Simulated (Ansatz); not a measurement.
Working through a formation energy from the elements of HfN and its elements

Computed with the Python package of Ansatz (0.2.0).

Run as a notebook:

```python
from collections import Counter
import csv
import warnings

import ansatz
from ase import Atoms
import numpy as np
```

```python
GASES = {'N2'}
```

```python
def compute(name, crystal):
    calc = (
        crystal.calculation()
        .scf(tolerance=1e-07)
        .functional(ansatz.Functional.PBESOL)
        .basis(450)
        .kpoints(spacing=0.33)
        .occupations('cold', width=0.02)
        .stress()
    )
    if name in GASES:
        return calc.kpoints(1, 1, 1).relax(force_tolerance=0.02).run(threads=1, pin='off')
    calc = calc.relax(force_tolerance=0.02, cell=True)
    return calc.run(threads=1, pin='off')
```

```python
def counts(outcome):
    return Counter(site.symbol for site in outcome.lattice.sites)
```

```python
def formation_energy(outcome, mu):
    n = counts(outcome)
    return (outcome.report['energy_sigma0_ev'] - sum(k * mu[element] for element, k in n.items())) / sum(n.values())
```

```python
def volume_per_atom(outcome):
    return abs(np.linalg.det(outcome.lattice.cell_ang)) / len(outcome.lattice.sites)
```

```python
warnings.simplefilter('ignore', ansatz.DeckWarning)
```

```python
phases = {}
hfn = (
    ansatz.Lattice.fcc(4.909644)
    .space_group(216)
    .atom('Hf', (0.0, 0.0, 0.0))
    .atom('N', (0.25, 0.25, 0.25))
    .primitive()
)
phases['HfN'] = hfn
atoms = Atoms(
    ['Hf', 'Hf'],
    scaled_positions=[
        (1 / 3, 2 / 3, 0.25),
        (2 / 3, 1 / 3, 0.75),
    ],
    cell=[
        (3.1967, 0.0, 0.0),
        (-1.59835, 2.76842341, 0.0),
        (0.0, 0.0, 5.0578),
    ],
    pbc=True,
)
hf = ansatz.Crystal.from_ase(atoms)
phases['Hf'] = hf
n2 = (
    ansatz.Lattice.orthorhombic(9.0, 9.5, 10.0)
    .space_group(47, hermann_mauguin='Pmmm')
    .atom('N', (0.5, 0.5, 0.4445))
)
phases['N2'] = n2

done = {name: compute(name, crystal) for name, crystal in phases.items()}
```

```python
references = {'Hf': 'Hf', 'N': 'N2'}
mu = {element: done[name].report['energy_sigma0_ev'] / len(done[name].lattice.sites) for element, name in references.items()}
```

```python
target = done['HfN']
heat = formation_energy(target, mu)
rows = [(name, len(o.lattice.sites), volume_per_atom(o), formation_energy(o, mu)) for name, o in done.items()]
with open('formation.csv', 'w', newline='') as handle:
    writer = csv.writer(handle)
    writer.writerow(['phase', 'atoms', 'V (A^3/atom)', 'E_form (eV/atom)'])
    writer.writerows([round(v, 4) if isinstance(v, float) else v for v in row] for row in rows)
print(open('formation.csv').read())
```

    phase,atoms,V (A^3/atom),E_form (eV/atom)
    HfN,2,14.4199,-1.533
    Hf,2,21.6704,0.0
    N2,2,427.5,0.0

Caveats:
- No spin polarisation was allowed.
- For the metals among these phases the mesh is modest: differences between phases can be off by up to 40 meV an atom.
- The program warned that this SCF threshold is loose for forces or stresses.
- Spin-orbit coupling, which matters for elements this heavy, is left out.
- The cells come from databases of deposited and of computed structures, and not all need be stable phases.
- The compound is the structure given, not necessarily its lowest; energies are at zero temperature, with no correction for gases. A semilocal functional's error on such energies is often 0.05 to 0.1 eV an atom, and 0.1 to 0.3 eV against gases such as O2 or F2.
- The script silences the warnings on its input, which a real study should read.
- Run time: 34 s on 1 thread of Intel(R) Xeon(R) Platinum 8259CL CPU @ 2.50GHz (Skylake/Cascade Lake), on a shared host, peak memory 0.72 GiB.
